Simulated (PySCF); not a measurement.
# B2Cl2H6N2: the cost of one run

Computed with PySCF 2.14.0, with density-fitted response routines of our own, on a single molecule in the gas phase. Atoms are numbered from 0 throughout.

## (1) The molecule as given

12 atoms, charge 0, multiplicity 1; geometry from: GFN2-xTB. The atoms were then displaced at random by about 0.01 Å, so the start is not that level's minimum.

Bonds of the start (Å): N0–B1 1.47, B1–N2 1.71, B1–B3 1.73, B3–Cl4 1.69, B3–Cl5 1.77, N0–H6 1.02, N0–H7 1.03, B1–H8 1.17, N2–H9 1.00, N2–H10 1.00, N2–H11 1.04.

## (2) Relaxing the molecule at PBE0-D3(BJ)/def2-SVP

Job settings and geometry (Å):

```
{"job": {"xc": "PBE0", "basis": "def2-SVP", "d3": "d3bj", "grid": 1, "shake": 0.01, "kind": "geom"}, "charge": 0, "multiplicity": 1}
N     -0.724380     1.271220    -0.391100
B      0.223490     0.148000    -0.480400
N     -0.819770    -1.192390    -0.250570
B      1.390560     0.104570     0.796300
Cl     2.684180     1.169720     1.004020
Cl     1.146120    -1.032990     2.128550
H     -0.734070     1.839640     0.453340
H     -0.741490     1.936500    -1.182050
H      0.646870     0.015250    -1.563640
H     -0.619400    -1.946260    -0.882880
H     -1.745850    -0.825550    -0.362060
H     -0.666560    -1.515980     0.721460
```

Started as:

```bash
OMP_NUM_THREADS=1 python probes_run.py task.json out
```

This one command runs all jobs of the session in turn.

Q: Estimate the wall time and peak memory of this first job on 1 thread of Arm Neoverse V1, shared host.

About 1.9 min, with a peak of 0.52 GiB.
